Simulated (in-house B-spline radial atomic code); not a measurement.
**Kr²⁵⁺: RPA and G0W0 on different mean-field starts**

Aim: see how far the highest quasi-particle level and the RPA correlation energy of Kr²⁵⁺ depend on the orbitals that they are built on.

Method: RPA, second order, AC-SOSEX and G0W0 (contour deformation) on a scalar-relativistic mean field, all electrons; no spin-orbit coupling, Breit or QED terms, no two-electron picture change. Code: an in-house B-spline radial atomic code, version 1.

## Step 1: What is computed

- element: krypton (Z = 36)
- charge: +25
- electrons: 11
- configuration: [Ne] 3s1
- next ion, run as well: [He] 2s2 2p6
- Hamiltonian: scalar-relativistic (spin-free one-electron X2C), finite nucleus
- starts: Hartree-Fock, PBE, B3LYP, TPSS, r2SCAN0

Outer shells as boxes (Hund's rule):

Kr25+
```
[Ne] core
3s [↑ ]
```

## Step 2: The run with the Hartree-Fock start

The run's settings:

```ini
Z = 36
electrons = 11.0
configuration = [Ne] 3s1
hamiltonian = x2c
method = hf
lmax = 9
rms_radius = 4.1884
spin_polarised = True
box_radius = 3.47
intervals = 63
```

Run with:

```bash
> python run_gw.py task.json out
```

The settings of every run stand in task.json; they run in order.

The runs that follow: The run with the PBE start; The run with the B3LYP start; The run with the TPSS start; The run with the r2SCAN0 start.

Before running it: what results should come out? Wanted: highest level, mean field; highest level, G0W0; RPA correlation energy; RPA+SOSEX; semi-empirical ionisation energy.

The runs gave:

```
                                       quantity                                                          value
highest level, mean field (range over the runs)                                        -1205.13 to -1185.86 eV
      highest level, G0W0 (range over the runs)                                        -1208.57 to -1207.83 eV
                         RPA correlation energy                                     -0.7546 to -0.7113 hartree
                                      RPA+SOSEX                                     -0.4513 to -0.4366 hartree
    semi-empirical ionisation energy (3s shell)  1205.2 eV (NIST Atomic Spectra Database, ionization energies)
            G0W0 removal energy less that value                                              +2.60 to +3.34 eV
```

Across the starts the mean-field level varies by 19.3 eV and the G0W0 level by 0.75 eV (3.9 % as much). Semilocal starts leave the level too high; G0W0 lowers it by 23 eV. RPA gives the most correlation on PBE and the least on Hartree-Fock (5.7 % apart); over the runs it loosely follows the gap of the start, as smaller excitation energies give more correlation. All runs miss the semi-empirical ionisation energy, 1205.2 eV, by about +3.17 eV (+0.26 %), far more than they differ among themselves. The missing Breit and QED terms are far too small here to explain the miss, which is the method's own. Read as a removal energy, the bare PBE level is off by -19.4 eV (-1.6 %). As differences of total energies the mean miss over the starts is 1.9 eV for mean field, 2.1 eV for RPA, 0.46 eV for RPA+SOSEX.
